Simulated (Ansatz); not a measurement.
# CO on Rh (Rhodium) (111)

Aim: for Rh (Rhodium), prepare the clean (111) slab, then find where and how strongly CO adsorbs.

The COD entry's cell or inner coordinates are ideal or old and differ from later refinements, so a difference from it is no clean test against experiment.

Computed with Ansatz 0.2.0 (DFT RPBE, scalar-relativistic, plane waves, PAW, unless a step's input says otherwise).

2 further runs of the same task are left out: 2 set aside as unsound or not needed.

## Step 1: The structure to begin with

Symmetry: Fm-3m, No. 225, cubic system. Conventional cell: a = 3.854 Å, b = 3.854 Å, c = 3.854 Å, α = 90.00°, β = 90.00°, γ = 90.00°. Rh (site symmetry m-3m) is surrounded by 12 Rh at 2.72 Å.

Structure file:

```xyz
1
Lattice="0.0000 1.9268 1.9268 1.9268 0.0000 1.9268 1.9268 1.9268 0.0000" Properties=species:S:1:pos:R:3 pbc="T T T"
Rh    0.0000    0.0000    0.0000
```

It is the result of an earlier relaxation at this level (volume 14.31 Å³/atom; gap on the mesh: none (metal)).

## Step 2: The slab

Planes are indexed in the bulk's conventional cell (Fm-3m (No. 225)), a = 3.854 Å, b = 3.854 Å, c = 3.854 Å, α = 90.00°, β = 90.00°, γ = 90.00°.

A (111) slab, 6.7 Å thick as cut, with 17 Å of vacuum, in a 2×1 surface cell; its outer planes are Rh (top) and Rh (bottom).

The slab as cut. Layers, bottom to top:

```csv
plane,atoms per cell,height over the lowest (Å)
1,Rh2,0.00
2,Rh2,2.22
3,Rh2,4.45
4,Rh2,6.67
```

## Step 3: Relaxing the clean slab

Contents of input.yaml:

```yaml
crystal:
  lattice:
    - [5.4496802796, 0.0, 0.0]
    - [-1.3624200699, 2.3597807823, 0.0]
    - [0.0, 0.0, 23.6744679732]
  atoms:
    - { symbol: Rh, position: [0.3333333333, 0.3333333333, 0.3590365794] }
    - { symbol: Rh, position: [0.8333333333, 0.3333333333, 0.3590365794] }
    - { symbol: Rh, position: [0.6666666667, 0.6666666667, 0.4530121931] }
    - { symbol: Rh, position: [0.1666666667, 0.6666666667, 0.4530121931] }
    - { symbol: Rh, position: [0.0, 0.0, 0.5469878069] }
    - { symbol: Rh, position: [0.5, 0.0, 0.5469878069] }
    - { symbol: Rh, position: [0.3333333333, 0.3333333333, 0.6409634206] }
    - { symbol: Rh, position: [0.8333333333, 0.3333333333, 0.6409634206] }
basis:
  ecutwfc: 420
kpoints:
  mp_grid: { grid: [6, 12, 1] }
hamiltonian:
  xc: rpbe
scf:
  occupations: { method: gaussian, width: 0.1 }
output:
  forces: true
  eigenvalues: true
  write_density: true
  write_potential: true
  elf: true
  volumetric_format: npy
relax:
  adjacent_minimum: "off"
  f_tol: 0.03
  max_steps: 70
  constraints: [{ sites: [0, 1, 2, 3] }]
efield:
  axis: 3
  dipole_correction: true
```

Started as:

```bash
> ansatz run input.yaml --threads 2 --pin off --max-ram 5120MiB --backend cpu --events-out ev --progress --plain --runs-dir out
```

Further runs follow: start: CO, top (Rh); CO put at a hollow (nearest Rh) site; start: CO, bridge (Rh-Rh); CO at the hollow over Rh site.

**Question.** What will these runs give? Wanted: clean slab: work function; CO: lowest end.

The runs gave:

| quantity | value |
| --- | --- |
| clean slab: work function | 4.95 eV |
| CO: lowest end | from the hollow over Rh start, 2 bonded, 1.50 Å high |

On the way to the lowest end the anchoring atom slid 0.8 Å from where it was put. It raises the work function by 1.65 eV, as a dipole layer with its negative end outwards does. A start on a symmetric site keeps its symmetry, so an end may be a saddle point and not a minimum. Spin polarisation is off in the runs that give these values; a magnetic solution could lie lower.
